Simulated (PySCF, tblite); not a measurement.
# C4H5F3O4Si: infrared bands and NMR shifts

Aim: predict the infrared bands and NMR shifts of C4H5F3O4Si (`O=C(O[SiH3])C(=O)OCC(F)(F)F`).

Programs: tblite 0.8.0 and PySCF 2.14.0, with density-fitted response routines of our own. Each step states its level of theory. These are calculated values for one molecule in the gas phase, unless marked as measured. Atoms are numbered from 0 throughout.

## Step 1: The starting structure

17 atoms, charge 0, multiplicity 1; geometry from: GFN2-xTB.

Bonds of the start (Å): O0–C1 1.20, C1–O2 1.30, O2–Si3 1.68, C1–C4 1.54, C4–O5 1.20, C4–O6 1.34, O6–C7 1.41, C7–C8 1.53, C8–F9 1.33, C8–F10 1.34, C8–F11 1.34, Si3–H12 1.46, Si3–H13 1.45, Si3–H14 1.46, C7–H15 1.09, C7–H16 1.10.

## Step 2: Infrared spectrum with GFN2-xTB

What the job is given:

```
{"job": {"kind": "ir", "xc": "GFN2-xTB", "basis": "xTB"}, "charge": 0, "multiplicity": 1}
O     -1.894441     0.414661    -1.357603
C     -1.435252    -0.115144    -0.385154
O     -2.057992    -0.293326     0.744105
Si    -3.656043     0.170103     0.989700
C     -0.013435    -0.706408    -0.353187
O      0.266349    -1.793845     0.059650
O      0.854601     0.161200    -0.890030
C      2.214837    -0.226290    -0.932575
C      2.998578     0.542260     0.134517
F      2.438443     0.436443     1.340835
F      3.089560     1.844999    -0.143788
F      4.250150     0.076589     0.232969
H     -3.730657     1.616337     0.824922
H     -3.777965    -0.305225     2.357737
H     -4.477221    -0.538344     0.016555
H      2.614232     0.029111    -1.917241
H      2.309258    -1.301094    -0.731321
```

**Question.** This job is followed by: GIAO PBE0/pcSseg-1 NMR shielding, non-relativistic, gas phase. What will the session give for the following? strongest single infrared mode (GFN2-xTB); zero-point energy (GFN2-xTB); 13C shifts against TMS (PBE0/pcSseg-1); 1H shifts against TMS (PBE0/pcSseg-1, means over atoms taken as alike); 17O shifts against H2O (PBE0/pcSseg-1); 29Si shifts against TMS (PBE0/pcSseg-1); 19F shifts against CFCl3 (PBE0/pcSseg-1, means over atoms taken as alike).

The runs gave:

```
                                                                 quantity                           value
                                strongest single infrared mode (GFN2-xTB)           1774 cm⁻¹, 426 km/mol
                                             zero-point energy (GFN2-xTB)                   57.4 kcal/mol
                                   13C shifts against TMS (PBE0/pcSseg-1)   165.9, 164.7, 131.5, 64.0 ppm
   1H shifts against TMS (PBE0/pcSseg-1, means over atoms taken as alike)                  5.01, 4.99 ppm
                                   17O shifts against H2O (PBE0/pcSseg-1)  448.5, 425.5, 193.6, 187.1 ppm
                                  29Si shifts against TMS (PBE0/pcSseg-1)                       -34.0 ppm
19F shifts against CFCl3 (PBE0/pcSseg-1, means over atoms taken as alike)                       -89.1 ppm
```

What this shows: No mode is imaginary among the 45: a minimum at this level. The strongest single mode, at 1774 cm⁻¹, moves mainly C1 and O0. Unscaled tight-binding wavenumbers are off by several per cent, some by more. Its intensities can rank the bands wrongly. C4 (ester carbonyl carbon) lies farthest downfield among carbon, at 165.9 ppm; it is a carbonyl in resonance with an O or N lone pair, the region of acids, esters and amides. H15, H16 (mean) (hydrogen on an sp3 CH2 bonded to O) lies farthest downfield among hydrogen, at 5.01 ppm; its carbon carries O, which withdraws density.
